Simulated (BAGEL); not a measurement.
**RI-MP2/def2-SVP (density fitting with qzvpp-jkfit) run of Al2H6O2 (SMILES [OH+]1[AlH2-][OH+][AlH2-]1)**

What is the energy change on altering one bond length of Al2H6O2 at RI-MP2/def2-SVP (density fitting with qzvpp-jkfit)? 

The results are computed with BAGEL 1.2.2.

1 further run of the same task is left out (set aside as unsound or not needed).

## Step 1: The molecule

Al2H6O2: 10 atoms, total charge 0, spin state singlet. SMILES: `[OH+]1[AlH2-][OH+][AlH2-]1`. Geometry: a GFN2-xTB relaxation, a rough one for these elements and not checked as a minimum.

Bond lengths: O1–Al2 1.838 Å, Al2–O3 1.836 Å, O1–Al4 1.836 Å, O3–Al4 1.838 Å, O1–H5 0.957 Å, Al2–H6 1.538 Å, Al2–H7 1.538 Å, O3–H8 0.957 Å, Al4–H9 1.538 Å, Al4–H10 1.538 Å. Some angles: O1–Al2–O3 82.8°, Al2–O1–Al4 97.2°, Al2–O3–Al4 97.2°, O1–Al4–O3 82.8°, O1–Al2–H6 110.0°, O1–Al2–H7 110.2°, O3–Al2–H6 110.2°, O3–Al2–H7 110.1°, Al2–O1–H5 131.3°, Al4–O1–H5 131.5°.

## Step 2: The energy at RI-MP2/def2-SVP (density fitting with qzvpp-jkfit)

The input, job.json:

```json
{ "bagel": [

{
  "title": "molecule",
  "basis": "svp",
  "df_basis": "qzvpp-jkfit",
  "angstrom": true,
  "geometry": [
    { "atom": "O", "xyz": [      -1.076710,       0.440900,      -0.351400 ] },
    { "atom": "Al", "xyz": [      -0.608230,      -0.650350,       1.051430 ] },
    { "atom": "O", "xyz": [       1.076820,      -0.438400,       0.352780 ] },
    { "atom": "Al", "xyz": [       0.607800,       0.649950,      -1.052130 ] },
    { "atom": "H", "xyz": [      -1.925330,       0.785010,      -0.627960 ] },
    { "atom": "H", "xyz": [      -1.112080,      -2.080860,       0.795970 ] },
    { "atom": "H", "xyz": [      -0.728470,       0.113980,       2.380490 ] },
    { "atom": "H", "xyz": [       1.926010,      -0.781210,       0.629740 ] },
    { "atom": "H", "xyz": [       1.113600,       2.080480,      -0.800860 ] },
    { "atom": "H", "xyz": [       0.726610,      -0.119490,      -2.378070 ] }
  ]
},

{ "title": "hf" },

{ "title": "mp2", "ncore": 12 }

]}
```

Run with:

```bash
$ BAGEL_NUM_THREADS=1 BAGEL job.json > job.out
```

Output:

```text
* using 1 threads per process

  ===============================================================
  ===============================================================

  *** Geometry ***

  { "atom" : "O", "xyz" : [     -2.034687,      0.833180,     -0.664050 ] },
  { "atom" : "Al", "xyz" : [     -1.149388,     -1.228983,      1.986915 ] },
  { "atom" : "O", "xyz" : [      2.034895,     -0.828456,      0.666658 ] },
  { "atom" : "Al", "xyz" : [      1.148576,      1.228227,     -1.988238 ] },
  { "atom" : "H", "xyz" : [     -3.638346,      1.483454,     -1.186672 ] },
  { "atom" : "H", "xyz" : [     -2.101527,     -3.932256,      1.504165 ] },
  { "atom" : "H", "xyz" : [     -1.376609,      0.215391,      4.498474 ] },
  { "atom" : "H", "xyz" : [      3.639631,     -1.476273,      1.190036 ] },
  { "atom" : "H", "xyz" : [      2.104399,      3.931537,     -1.513406 ] },
  { "atom" : "H", "xyz" : [      1.373094,     -0.225803,     -4.493901 ] },

  Number of auxiliary basis functions:      518

  Since a DF basis is specified, we compute 2- and 3-index integrals:
    o Being stored without compression. Storage requirement is 0.037 GB

  Number of basis functions:       94
  Number of electrons      :       48

    * METHOD: MOLECULE                             0.24

  *** RHF ***

  === Nuclear Repulsion ===
   228.0237051127

      * DIIS with orbital gradients will be used.

  === RHF iteration (svp) ===
      0       -636.69054189          0.02058995           0.09
      1       -636.85668140          0.01362600           0.08
      2       -636.95077934          0.00112190           0.08
      3       -636.95204585          0.00012933           0.08
      4       -636.95206090          0.00003197           0.08
      5       -636.95206177          0.00000474           0.08
      6       -636.95206181          0.00000122           0.08
      7       -636.95206181          0.00000028           0.08
      8       -636.95206181          0.00000010           0.08
      9       -636.95206181          0.00000002           0.08
     10       -636.95206181          0.00000001           0.08
    * SCF iteration converged.

    * Permanent dipole moment:
           (    0.000287,    -0.003466,     0.000008) a.u.

    * METHOD: HF                                   1.08

  *** RHF ***

  === Nuclear Repulsion ===
   228.0237051127

      * DIIS with orbital gradients will be used.

  === RHF iteration (svp) ===
      0       -636.95206181          0.00000000           0.08
    * SCF iteration converged.

    * Permanent dipole moment:
           (    0.000287,    -0.003466,     0.000008) a.u.

  === DF-MP2 calculation ===

    * freezing 12 orbitals
    * 3-index integral transformation done
    * assembly done

      MP2 correlation energy:   -0.5216986078      0.05

      MP2 total energy:       -637.4737604154

    * METHOD: MP2                                  0.22

  ===============================================================
```

It took 1.7 s on 1 thread of Arm Neoverse V2, shared host; peak memory 0.14 GiB.

## Step 3: The distorted shape at the same level

The input, mp2.json:

```json
{ "bagel": [

{
  "title": "molecule",
  "basis": "svp",
  "df_basis": "qzvpp-jkfit",
  "angstrom": true,
  "geometry": [
    { "atom": "O", "xyz": [   -0.949392,    0.389273,   -0.309908 ] },
    { "atom": "Al", "xyz": [   -0.480912,   -0.701977,    1.092922 ] },
    { "atom": "O", "xyz": [    1.204138,   -0.490027,    0.394272 ] },
    { "atom": "Al", "xyz": [    0.735118,    0.598323,   -1.010638 ] },
    { "atom": "H", "xyz": [   -1.925330,    0.785010,   -0.627960 ] },
    { "atom": "H", "xyz": [   -0.984762,   -2.132487,    0.837462 ] },
    { "atom": "H", "xyz": [   -0.601152,    0.062353,    2.421982 ] },
    { "atom": "H", "xyz": [    2.053328,   -0.832837,    0.671232 ] },
    { "atom": "H", "xyz": [    1.240918,    2.028853,   -0.759368 ] },
    { "atom": "H", "xyz": [    0.853928,   -0.171117,   -2.336578 ] }
  ]
},
{
  "title": "hf"
},
{
  "title": "mp2",
  "ncore": 12
}

]}
```

Run with:

```bash
$ BAGEL_NUM_THREADS=1 BAGEL mp2.json > mp2.out
```

Output:

```text
* using 1 threads per process

  ===============================================================
  ===============================================================

  *** Geometry ***

  { "atom" : "O", "xyz" : [     -1.794091,      0.735619,     -0.585641 ] },
  { "atom" : "Al", "xyz" : [     -0.908792,     -1.326544,      2.065323 ] },
  { "atom" : "O", "xyz" : [      2.275491,     -0.926017,      0.745066 ] },
  { "atom" : "Al", "xyz" : [      1.389172,      1.130667,     -1.909829 ] },
  { "atom" : "H", "xyz" : [     -3.638346,      1.483454,     -1.186672 ] },
  { "atom" : "H", "xyz" : [     -1.860930,     -4.029816,      1.582574 ] },
  { "atom" : "H", "xyz" : [     -1.136013,      0.117830,      4.576883 ] },
  { "atom" : "H", "xyz" : [      3.880228,     -1.573834,      1.268445 ] },
  { "atom" : "H", "xyz" : [      2.344995,      3.833977,     -1.434998 ] },
  { "atom" : "H", "xyz" : [      1.613690,     -0.323364,     -4.415492 ] },

  Number of auxiliary basis functions:      518

  Since a DF basis is specified, we compute 2- and 3-index integrals:
    o Being stored without compression. Storage requirement is 0.037 GB

  Number of basis functions:       94
  Number of electrons      :       48

    * METHOD: MOLECULE                             0.24

  *** RHF ***

  === Nuclear Repulsion ===
   227.1307833953

      * DIIS with orbital gradients will be used.

  === RHF iteration (svp) ===
      0       -636.66297968          0.02075711           0.08
      1       -636.82583285          0.01419333           0.08
      2       -636.93053411          0.00118684           0.08
      3       -636.93192823          0.00024634           0.08
      4       -636.93196662          0.00009690           0.08
      5       -636.93197284          0.00001990           0.08
      6       -636.93197322          0.00000573           0.08
      7       -636.93197326          0.00000103           0.08
      8       -636.93197326          0.00000018           0.08
      9       -636.93197326          0.00000006           0.08
     10       -636.93197326          0.00000002           0.08
     11       -636.93197326          0.00000000           0.08
    * SCF iteration converged.

    * Permanent dipole moment:
           (    0.112687,    -0.049110,     0.036645) a.u.

    * METHOD: HF                                   1.16

  *** RHF ***

  === Nuclear Repulsion ===
   227.1307833953

      * DIIS with orbital gradients will be used.

  === RHF iteration (svp) ===
      0       -636.93197326          0.00000000           0.08
    * SCF iteration converged.

    * Permanent dipole moment:
           (    0.112687,    -0.049110,     0.036645) a.u.

  === DF-MP2 calculation ===

    * freezing 12 orbitals
    * 3-index integral transformation done
    * assembly done

      MP2 correlation energy:   -0.5269019834      0.04

      MP2 total energy:       -637.4588752435

    * METHOD: MP2                                  0.22

  ===============================================================
```

It took 1.8 s on 1 thread of Arm Neoverse V2, shared host; peak memory 0.14 GiB.

## Step 4: What came out

At RI-MP2/def2-SVP (density fitting with qzvpp-jkfit), 12 core orbitals frozen:

```
                                                         quantity          value
                                        first shape: total energy  -637.47376 Eh
        first shape: correlation energy (12 core orbitals frozen)     -521.7 mEh
                                    distorted shape: total energy  -637.45888 Eh
    distorted shape: correlation energy (12 core orbitals frozen)     -526.9 mEh
energy change with the O1–H5 bond stretched from 0.957 to 1.100 Å       0.405 eV
```

**Reading.** With the O1–H5 bond stretched from 0.957 to 1.100 Å the energy rises by 0.41 eV (9.3 kcal/mol). The first shape isn't relaxed at this level, so the change isn't measured from a minimum.
